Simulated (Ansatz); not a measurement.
# FGaH₄Si: a ladder of functionals and wavefunction methods

One table from this session's results is given with a row withheld; the runs are named, their logs left out.

Computed with Ansatz 0.2.0, Gaussian basis. Level: functionals in def2-TZVPP, the program's frozen cores in correlated methods.

Plan: LDA (SPW92), PBE-D4, revPBE-D4, BLYP-D4, r2SCAN-D4, B97M-V, PBE0-D4, B3LYP-D4, r2SCANh-D4, r2SCAN0-D4, HSE06-D4, BHLYP-D4, CAM-B3LYP-D4, LC-ωPBE, ωB97X-V, ωB97M-V, B2PLYP, PBE-QIDH; CCSD(T)/def2-SVP; CCSD(T)/def2-TZVPP; MP2/def2-QZVPP; extrapolation to the limit; RPA on PBE.

## The relaxed structure

The geometry comes from an earlier relaxation with PBE0-D4 in a triple-zeta def2 set; it is a stationary point, not always the lowest conformer.

SMILES `F[SiH2][GaH2]`, 7 atoms, charge 0, spin multiplicity 1.

Atoms are counted from 1 here; the program's logs count them from 0.

Bond lengths: F1–Si2 1.610 Å, Si2–Ga3 2.418 Å, Si2–H4 1.490 Å, Si2–H5 1.490 Å, Ga3–H6 1.569 Å, Ga3–H7 1.573 Å. Angles: F1–Si2–Ga3 111.9°, F1–Si2–H4 107.1°, F1–Si2–H5 107.1°, Ga3–Si2–H4 111.5°, Ga3–Si2–H5 111.5°, H4–Si2–H5 107.4°, Si2–Ga3–H6 122.6°, Si2–Ga3–H7 118.5°, H6–Ga3–H7 118.9°.

Set-up of the first run:

in.yaml reads:

```yaml
crystal:
  periodic: [false, false, false]
  atoms:
    - {symbol: F, position_ang: [-2.135294, -0.174658, 0.502957]}
    - {symbol: Si, position_ang: [-0.881884, -0.107762, -0.505821]}
    - {symbol: Ga, position_ang: [1.212100, 0.147135, 0.675569]}
    - {symbol: H, position_ang: [-0.903989, -1.358180, -1.316488]}
    - {symbol: H, position_ang: [-1.127619, 1.030594, -1.435869]}
    - {symbol: H, position_ang: [1.294698, 0.234087, 2.240422]}
    - {symbol: H, position_ang: [2.541999, 0.228784, -0.160770]}
basis:
  gaussian: {orbitals: def2-TZVPP}
hamiltonian: {xc: lda}
output: {orbitals: {seedname: orbitals}}
```

Command:

```bash
ansatz run in.yaml --threads 2 --pin off --events-out ev --progress --plain --max-ram 4352MiB
```

Steps of the session up to this table: LDA; PBE-D4 (GGA); revPBE-D4 (GGA); BLYP-D4 (GGA); r2SCAN-D4 (meta-GGA); B97M-V (meta-GGA); B3LYP-D4 (hybrid); r2SCANh-D4 (hybrid); r2SCAN0-D4 (hybrid); HSE06-D4 (hybrid); BHLYP-D4 (hybrid); CAM-B3LYP-D4 (range-separated); LC-ωPBE (range-separated); ωB97X-V (range-separated); ωB97M-V (range-separated); B2PLYP (double hybrid); PBE-QIDH (double hybrid).

One of the session's tables, all rows but one given; the rest of the session is left out.

It belongs to the step «Orbital energies across the functionals». 

```
  functional  HOMO (eV)  LUMO (eV)  gap (eV)
 LDA (SPW92)      -6.66      -3.35      3.31
      PBE-D4      -6.56      -3.10      3.46
   revPBE-D4      -6.52      -2.98      3.54
     BLYP-D4      -6.45      -3.04      3.41
   r2SCAN-D4      -6.84      -2.88      3.96
      B97M-V      -6.94      -3.10      3.84
     PBE0-D4      -7.69      -2.31      5.38
    B3LYP-D4          ?          ?         ?
  r2SCANh-D4      -7.25      -2.60      4.65
  r2SCAN0-D4      -7.86      -2.19      5.68
    HSE06-D4      -7.29      -2.68      4.62
    BHLYP-D4      -8.72      -1.55      7.17
CAM-B3LYP-D4      -8.97      -1.39      7.58
     LC-ωPBE     -10.26      -0.21     10.05
     ωB97X-V      -9.93      -0.35      9.58
     ωB97M-V      -9.72      -0.57      9.15
```

**Question.** Estimate the row for B3LYP-D4.

Worked estimate for «HOMO (eV)». Against the share of exact exchange, BLYP-D4 (0, -6.45), BHLYP-D4 (0.5, -8.72) give a slope of -4.54 per unit share; at 0.2 the line stands at -7.36.

The run gave: HOMO (eV): -7.50; LUMO (eV): -2.57; gap (eV): 4.93. In «HOMO (eV)» the line misses by +0.14.
